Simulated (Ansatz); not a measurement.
# CH₄GeO₂: small, medium and large basis sets

Aim: see how fast density functionals converge with the basis set for CH₄GeO₂.

The runs use Ansatz 0.2.0, Gaussian basis; one geometry, several basis sets.

The runs, in order: PBE0-D4/def2-SVP; ωB97M-V/def2-SVP; PBE0-D4/def2-QZVPP; ωB97M-V/def2-QZVPP; the functionals' def2-TZVPP values are taken from earlier runs.

## Step 1: The relaxed structure

The geometry comes from an earlier relaxation with PBE0-D4 in a triple-zeta def2 set; it is a stationary point, not always the lowest conformer.

8 atoms, charge 0, spin multiplicity 1.

Atoms are counted from 1 here; the program's logs count them from 0.

Bond lengths: O1–C2 1.198 Å, C2–O3 1.345 Å, C2–Ge4 1.998 Å, O3–H5 0.972 Å, Ge4–H6 1.533 Å, Ge4–H7 1.533 Å, Ge4–H8 1.529 Å. Angles: O1–C2–O3 122.9°, O1–C2–Ge4 125.2°, O3–C2–Ge4 111.9°, C2–O3–H5 107.1°, C2–Ge4–H6 108.6°, C2–Ge4–H7 108.7°, C2–Ge4–H8 106.9°, H6–Ge4–H7 109.9°, H6–Ge4–H8 111.2°, H7–Ge4–H8 111.3°.

Geometry (Å):

```xyz
8
charge 0, multiplicity 1
O     1.0158   -1.2590    1.0524
C     0.7192   -0.3101    0.3835
O     1.5983    0.6511    0.0494
Ge   -1.0983    0.0492   -0.3642
H     2.4515    0.4093    0.4465
H    -1.6072    1.3796    0.2030
H    -0.9941    0.1373   -1.8913
H    -1.9933   -1.1145    0.0647
```

## Step 2: PBE0-D4 in def2-SVP

File in.yaml:

```yaml
crystal:
  periodic: [false, false, false]
  atoms:
    - {symbol: O, position_ang: [1.015850, -1.259004, 1.052425]}
    - {symbol: C, position_ang: [0.719242, -0.310078, 0.383549]}
    - {symbol: O, position_ang: [1.598341, 0.651081, 0.049391]}
    - {symbol: Ge, position_ang: [-1.098323, 0.049155, -0.364195]}
    - {symbol: H, position_ang: [2.451514, 0.409299, 0.446519]}
    - {symbol: H, position_ang: [-1.607192, 1.379588, 0.202968]}
    - {symbol: H, position_ang: [-0.994094, 0.137262, -1.891267]}
    - {symbol: H, position_ang: [-1.993338, -1.114504, 0.064710]}
basis:
  gaussian: {orbitals: def2-SVP}
hamiltonian: {xc: pbe0, dispersion: d4}
output: {orbitals: {seedname: orbitals}}
```

On the command line:

```bash
$ ansatz run in.yaml --threads 2 --pin off --events-out ev --progress --plain --max-ram 4352MiB
```

Log:

```text
Functional definition: PBE0
  name "PBE0"
  cite "Adamo & Barone, J. Chem. Phys. 110, 6158 (1999) doi:10.1063/1.478522"
  cite "Perdew, Burke & Ernzerhof, Phys. Rev. Lett. 77, 3865 (1996) doi:10.1103/PhysRevLett.77.3865"
  parent pbe
  parameter a = 0.25
  parameter kappa = 0.804
  parameter beta = 0.06672455060314922
  exchange = (1 - a)*pbe_x(kappa = kappa, mu = beta*pi^2/3) + a*exact_x
  correlation = pbe_c(beta = beta)
924 factors; integrals over basis functions are off by at most 1.4e-3 eV
mean field evaluation 1: about -61686.5435 eV, gradient 4.9e1 eV
mean field evaluation 2: about -61680.5653 eV, gradient 7.5e1 eV
mean field evaluation 4: about -61690.4693 eV, gradient 3.8e0 eV
mean field evaluation 8: about -61690.5926 eV, gradient 2.3e-1 eV
mean field evaluation 16: about -61690.5928 eV, gradient 3.1e-5 eV
mean field -61690.59275277 eV, -2267.0874682787 hartree, gradient 3.1e-5 eV, S^2 0.000000; 0 other end points of the search recorded, 0 dependent functions left out
reference -61690.59277636 eV, -2267.0874691456 hartree; 29, 29 occupied and 65, 65 virtual orbitals, 924 factors
Total energy: -61690.70589330 eV, -2267.0916261165 hartree
```

Run time: 1.6 s. Hardware: 2 threads of Arm Neoverse V1, shared host.

## Step 3: ωB97M-V in def2-SVP

in.yaml, as its differences from that of step 2:

```diff
@@ -13,3 +13,3 @@
   gaussian: {orbitals: def2-SVP}
-hamiltonian: {xc: pbe0, dispersion: d4}
+hamiltonian: {xc: {name: wB97M-V}}
 output: {orbitals: {seedname: orbitals}}
```

The command is unchanged.

Log (excerpt; [...] marks lines left out):

```text
Functional definition: wB97M-V
  name "wB97M-V"
  cite "Mardirossian & Head-Gordon, J. Chem. Phys. 144, 214110 (2016) doi:10.1063/1.4952647"
  cite "Becke, J. Chem. Phys. 107, 8554 (1997) doi:10.1063/1.475007"
  cite "Vydrov & Van Voorhis, J. Chem. Phys. 133, 244103 (2010) doi:10.1063/1.3521275"
  # Of w^i u^j: cxij and so on, Table III.
[...]
  gx(w, u) = 1 - cx + cx01*u + cx10*w
  gss(w, u) = css00 + css04*u^4 + css10*w + css20*w^2 + css43*w^4*u^3
  gos(w, u) = cos00 + cos10*w + (cos20 + cos21*u)*w^2 + (cos60 + cos61*u)*w^6
[...]
      + integral(e_c_pw_mod_opposite_spin*gos(b97_w_opposite, b97_u_opposite)) + vv10(b, c)
924 factors; integrals over basis functions are off by at most 1.4e-3 eV
234 factors; integrals over basis functions are off by at most 5.0e-6 eV
[...]
mean field -61698.32585156 eV, -2267.3716544175 hartree, gradient 3.4e-5 eV, S^2 0.000000; 0 other end points of the search recorded, 0 dependent functions left out
reference -61698.32588891 eV, -2267.3716557901 hartree; 29, 29 occupied and 65, 65 virtual orbitals, 924 factors
Total energy: -61698.32588891 eV, -2267.3716557901 hartree
```

Run time: 7 s. Hardware: 2 threads of Arm Neoverse V1, shared host; peak memory 0.26 GiB.

## Step 4: PBE0-D4 in def2-QZVPP

in.yaml, as its differences from that of step 3:

```diff
@@ -12,4 +12,4 @@
 basis:
-  gaussian: {orbitals: def2-SVP}
-hamiltonian: {xc: {name: wB97M-V}}
+  gaussian: {orbitals: "def2-QZVPP.json"}
+hamiltonian: {xc: pbe0, dispersion: d4}
 output: {orbitals: {seedname: orbitals}}
```

The command is unchanged.

Log:

```text
Functional definition: PBE0
  name "PBE0"
  cite "Adamo & Barone, J. Chem. Phys. 110, 6158 (1999) doi:10.1063/1.478522"
  cite "Perdew, Burke & Ernzerhof, Phys. Rev. Lett. 77, 3865 (1996) doi:10.1103/PhysRevLett.77.3865"
  parent pbe
  parameter a = 0.25
  parameter kappa = 0.804
  parameter beta = 0.06672455060314922
  exchange = (1 - a)*pbe_x(kappa = kappa, mu = beta*pi^2/3) + a*exact_x
  correlation = pbe_c(beta = beta)
1335 factors; their error is unknown
mean field evaluation 1: about -61700.2899 eV, gradient 5.7e1 eV
mean field evaluation 2: about -61692.9027 eV, gradient 8.6e1 eV
mean field evaluation 4: about -61705.1497 eV, gradient 5.8e0 eV
mean field evaluation 8: about -61705.3482 eV, gradient 4.9e-1 eV
mean field evaluation 16: about -61705.3483 eV, gradient 2.7e-5 eV
mean field -61705.34825889 eV, -2267.6297231269 hartree, gradient 2.7e-5 eV, S^2 0.000000; 0 other end points of the search recorded, 0 dependent functions left out
reference -61705.34829458 eV, -2267.6297244385 hartree; 29, 29 occupied and 351, 351 virtual orbitals, 1335 factors
Total energy: -61705.46141152 eV, -2267.6338814095 hartree
```

Run time: 9 s. Hardware: 2 threads of Arm Neoverse V1, shared host; peak memory 1.1 GiB.

## Step 5: ωB97M-V in def2-QZVPP

in.yaml, as its differences from that of step 4:

```diff
@@ -13,3 +13,3 @@
   gaussian: {orbitals: "def2-QZVPP.json"}
-hamiltonian: {xc: pbe0, dispersion: d4}
+hamiltonian: {xc: {name: wB97M-V}}
 output: {orbitals: {seedname: orbitals}}
```

The command is unchanged.

Log (excerpt; [...] marks lines left out):

```text
Functional definition: wB97M-V
  name "wB97M-V"
  cite "Mardirossian & Head-Gordon, J. Chem. Phys. 144, 214110 (2016) doi:10.1063/1.4952647"
  cite "Becke, J. Chem. Phys. 107, 8554 (1997) doi:10.1063/1.475007"
  cite "Vydrov & Van Voorhis, J. Chem. Phys. 133, 244103 (2010) doi:10.1063/1.3521275"
  # Of w^i u^j: cxij and so on, Table III.
[...]
  gx(w, u) = 1 - cx + cx01*u + cx10*w
  gss(w, u) = css00 + css04*u^4 + css10*w + css20*w^2 + css43*w^4*u^3
  gos(w, u) = cos00 + cos10*w + (cos20 + cos21*u)*w^2 + (cos60 + cos61*u)*w^6
[...]
      + integral(e_c_pw_mod_opposite_spin*gos(b97_w_opposite, b97_u_opposite)) + vv10(b, c)
1323 factors; their error is unknown
303 factors; integrals over basis functions are off by at most 7.8e-6 eV
[...]
mean field -61713.19768039 eV, -2267.9181840465 hartree, gradient 5.3e-5 eV, S^2 0.000000; 0 other end points of the search recorded, 0 dependent functions left out
reference -61713.19773728 eV, -2267.9181861371 hartree; 29, 29 occupied and 351, 351 virtual orbitals, 1323 factors
Total energy: -61713.19773728 eV, -2267.9181861371 hartree
```

Run time: 22 s. Hardware: 2 threads of Arm Neoverse V1, shared host; peak memory 1.2 GiB.

## Step 6: Density functionals: the series

The def2-TZVPP values come from earlier runs at the same geometry.

```tsv
functional	basis	functions	energy (eV)	from the largest (eV)	HOMO (eV)	LUMO (eV)
PBE0-D4	def2-SVP	94	-61690.7059	14.756	-7.72	-0.35
PBE0-D4	def2-TZVPP	197	-61703.9583	1.503	-7.88	-0.57
PBE0-D4	def2-QZVPP	380	-61705.4614	0.000	-7.91	-0.62
ωB97M-V	def2-SVP	94	-61698.3259	14.872	-9.99	1.93
ωB97M-V	def2-TZVPP	197	-61711.7318	1.466	-10.18	1.66
ωB97M-V	def2-QZVPP	380	-61713.1977	0.000	-10.21	1.56
```

## Step 7: What came out

| quantity | value |
| --- | --- |
| PBE0-D4: double and triple zeta above quadruple | 14.76, 1.50 eV |
| ωB97M-V: double and triple zeta above quadruple | 14.87, 1.47 eV |

In words: For PBE0-D4 the step from double to triple zeta gains 13.25 eV and the next only 1.50 eV. These are total energies; as a rule much of such shifts cancels in differences, which this series doesn't test.

For PBE0-D4 the largest set took about 6 times as long as the smallest (9 s against 1.6 s).
